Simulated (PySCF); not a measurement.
# C4H5ClSi: the cost of one run

Computed with PySCF 2.14.0, with density-fitted response routines of our own, on a single molecule in the gas phase. Atoms count from 0, in the outputs and in this text.

### 1 Starting geometry

11 atoms, charge 0, multiplicity 1; geometry from: PBE0-D3(BJ)/def2-SVP.

Bonds of the start (Å): Cl0–C1 1.73, C1–C2 1.35, C2–Si3 1.87, Si3–C4 1.88, C4–C5 1.35, C5–C1 1.48, C2–H6 1.09, Si3–H7 1.49, Si3–H8 1.49, C4–H9 1.09, C5–H10 1.09.

### 2 Ultraviolet spectrum: LDA/def2-SVPD

What the job is given:

```
{"job": {"kind": "uv", "xc": "LDA", "basis": "def2-SVPD", "ip": true}, "charge": 0, "multiplicity": 1}
Cl     1.286349    -0.009918    -0.109304
C     -0.432927    -0.138426    -0.255674
C     -1.111485    -1.302139    -0.265409
Si    -2.912565    -0.834225    -0.451475
C     -2.530102     1.002636    -0.498047
C     -1.194869     1.128483    -0.379275
H     -0.617118    -2.270161    -0.183344
H     -3.766326    -1.236292     0.707231
H     -3.541273    -1.350663    -1.704904
H     -3.189817     1.867392    -0.591326
H     -0.649491     2.077241    -0.366657
```

Level: TDDFT LDA/def2-SVPD, vertical, gas phase, core orbitals frozen in the response.

Command:

```sh
$ OMP_NUM_THREADS=1 python probes_run.py task.json out
```

This one command runs all jobs of the session in turn.

Q: Estimate the wall time and peak memory of this first job on 1 thread of Arm Neoverse V1, shared host.

About 50 s, with a peak of 0.52 GiB.
